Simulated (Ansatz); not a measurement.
**C3H9AlS: one species, many methods**

One table from this session's results is given with a row withheld; the runs are named, their logs left out.

The runs use Ansatz 0.2.0, Gaussian basis; functionals in def2-TZVPP, the program's frozen cores in correlated methods.

Levels to be run: LDA (SPW92), PBE-D4, revPBE-D4, BLYP-D4, r2SCAN-D4, B97M-V, PBE0-D4, B3LYP-D4, r2SCANh-D4, r2SCAN0-D4, HSE06-D4, BHLYP-D4, CAM-B3LYP-D4, LC-ωPBE, ωB97X-V, ωB97M-V, B2PLYP, PBE-QIDH; CCSD(T)/def2-SVP; CCSD(T)/def2-TZVPP; MP2/def2-QZVPP; extrapolation to the limit; RPA on PBE.

**The geometry**

An earlier PBE0-D4 in a triple-zeta def2 set relaxation fixed the geometry.

14 atoms, charge 0, spin multiplicity 1.

Atoms are counted from 1 here; the program's logs count them from 0.

Bond lengths: C1–C2 1.514 Å, C1–H6 1.092 Å, C1–H7 1.092 Å, C1–H8 1.092 Å, C2–S3 1.813 Å, C2–H9 1.093 Å, C2–H10 1.092 Å, S3–C4 1.846 Å, S3–Al5 2.418 Å, C4–Al5 1.964 Å, C4–H11 1.088 Å, C4–H12 1.089 Å, Al5–H13 1.585 Å, Al5–H14 1.589 Å. Angles: C2–C1–H6 111.0°, C2–C1–H7 109.9°, C2–C1–H8 111.5°, H6–C1–H7 108.2°, H6–C1–H8 108.3°, H7–C1–H8 107.9°, C1–C2–S3 110.5°, C1–C2–H9 111.6°, C1–C2–H10 111.2°, S3–C2–H9 106.9°, S3–C2–H10 107.9°, H9–C2–H10 108.5°, C2–S3–C4 100.8°, C2–S3–Al5 100.4°, C4–S3–Al5 52.8°, S3–C4–Al5 78.7°, S3–C4–H11 109.2°, S3–C4–H12 107.3° and more.

As a file:

```xyz
14

C    -2.00781    0.45721   -0.75984
C    -0.78425   -0.42087   -0.60885
S     0.72713    0.57740   -0.68566
C     1.95430   -0.59896    0.03332
Al    1.45424    0.44868    1.61691
H    -2.07928    1.17223    0.06185
H    -2.90966   -0.15879   -0.75423
H    -1.98720    1.01464   -1.69862
H    -0.71861   -1.16005   -1.41072
H    -0.79092   -0.94668    0.34855
H     1.62978   -1.61880   -0.16438
H     2.90877   -0.40903   -0.45536
H     2.38566    1.65955    2.03981
H     0.20505   -0.04583    2.46612
```

Set-up of the first run:

Input file in.yaml:

```yaml
crystal:
  periodic: [false, false, false]
  atoms:
    - {symbol: C, position_ang: [-2.007807, 0.457212, -0.759842]}
    - {symbol: C, position_ang: [-0.784250, -0.420867, -0.608849]}
    - {symbol: S, position_ang: [0.727126, 0.577400, -0.685664]}
    - {symbol: C, position_ang: [1.954302, -0.598965, 0.033322]}
    - {symbol: Al, position_ang: [1.454240, 0.448681, 1.616909]}
    - {symbol: H, position_ang: [-2.079282, 1.172230, 0.061850]}
    - {symbol: H, position_ang: [-2.909664, -0.158786, -0.754233]}
    - {symbol: H, position_ang: [-1.987195, 1.014642, -1.698620]}
    - {symbol: H, position_ang: [-0.718611, -1.160048, -1.410724]}
    - {symbol: H, position_ang: [-0.790917, -0.946685, 0.348553]}
    - {symbol: H, position_ang: [1.629780, -1.618801, -0.164378]}
    - {symbol: H, position_ang: [2.908775, -0.409035, -0.455357]}
    - {symbol: H, position_ang: [2.385656, 1.659555, 2.039809]}
    - {symbol: H, position_ang: [0.205046, -0.045831, 2.466122]}
basis:
  gaussian: {orbitals: def2-TZVPP}
hamiltonian: {xc: lda}
output: {orbitals: {seedname: orbitals}}
```

Command:

```console
$ ansatz run in.yaml --threads 4 --pin off --events-out ev --progress --plain --max-ram 10444MiB
```

Steps of the session up to this table: LDA; PBE-D4 (GGA); revPBE-D4 (GGA); BLYP-D4 (GGA); r2SCAN-D4 (meta-GGA); B97M-V (meta-GGA); PBE0-D4 (hybrid); B3LYP-D4 (hybrid); r2SCANh-D4 (hybrid); r2SCAN0-D4 (hybrid); HSE06-D4 (hybrid); BHLYP-D4 (hybrid); CAM-B3LYP-D4 (range-separated); LC-ωPBE (range-separated); ωB97X-V (range-separated); ωB97M-V (range-separated); B2PLYP (double hybrid); PBE-QIDH (double hybrid).

One table of the session follows, with a row left open; its other results are not shown here.

It belongs to the step «Orbital energies across the functionals». 

| functional | HOMO (eV) | gap (eV) |
| --- | --- | --- |
| LDA (SPW92) | -5.74 | 4.60 |
| PBE-D4 | ? | ? |
| revPBE-D4 | -5.56 | 4.72 |
| BLYP-D4 | -5.47 | 4.64 |
| r2SCAN-D4 | -5.83 | 5.22 |
| B97M-V | -5.94 | 5.14 |
| PBE0-D4 | -6.74 | 6.60 |
| B3LYP-D4 | -6.54 | 6.18 |
| r2SCANh-D4 | -6.25 | 5.93 |
| r2SCAN0-D4 | -6.89 | 6.95 |
| HSE06-D4 | -6.35 | 5.84 |
| BHLYP-D4 | -7.77 | 8.37 |
| CAM-B3LYP-D4 | -8.04 | 8.79 |
| LC-ωPBE | -9.38 | 11.19 |
| ωB97X-V | -9.05 | 10.72 |
| ωB97M-V | -8.90 | 10.26 |

**Question.** Estimate the row for PBE-D4.

**Answer.** HOMO (eV): -5.61; gap (eV): 4.68. In the column «HOMO (eV)» it lies between LDA (SPW92) (-5.74) and revPBE-D4 (-5.56).
